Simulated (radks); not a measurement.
# Li⁺ in [He]: an all-electron calculation

Wanted: eigenvalues, radial structure and energy terms of the lithium ion Li+.

Method: Dirac Kohn-Sham, LDA (Slater exchange, Perdew-Wang correlation), spin-unpolarised, spherical densities, finite nucleus. Code: radks (a radial shooting solver on a logarithmic mesh, Libxc functionals) version 1.

## 1. Starting point

| Item | Value |
| --- | --- |
| element | lithium (Z = 3) |
| charge | +1 |
| electrons | 2 |
| configuration | [He] |
| nuclear rms radius | 2.444 fm |

The outer shells:

Li⁺
```
1s [↑↓]
```

## 2. Self-consistent calculation

Settings of this run:

```text
Z 3
configuration [He]
relativity Dirac
functional lda,pw
spin unpolarised
j_filling average
nucleus finite rms 2.444 fm
c 137.035999084
```

Q: Predict the outcome of this run.

**Answer**, as computed:

```
                        quantity                    value
                    total energy         -7.14295 hartree
exchange-correlation share of it                  21.42 %
                            −T/E                   0.9882
          highest occupied level        1s1/2, -59.596 eV
    most extended occupied level  1s1/2, <r> = 0.585 bohr
 radius at density 0.001 e/bohr³                1.86 bohr
    maxima of the radial density                        1
         ionisation energy, NIST       75.640 (theory) eV
```

The radial density shows 1 maxima for 1 occupied principal shells. Minus the highest eigenvalue, 59.596 eV, is 79 % of the tabulated ionisation energy (75.640 eV); the potential of a semilocal functional falls off too fast, so its top eigenvalue is too shallow. 
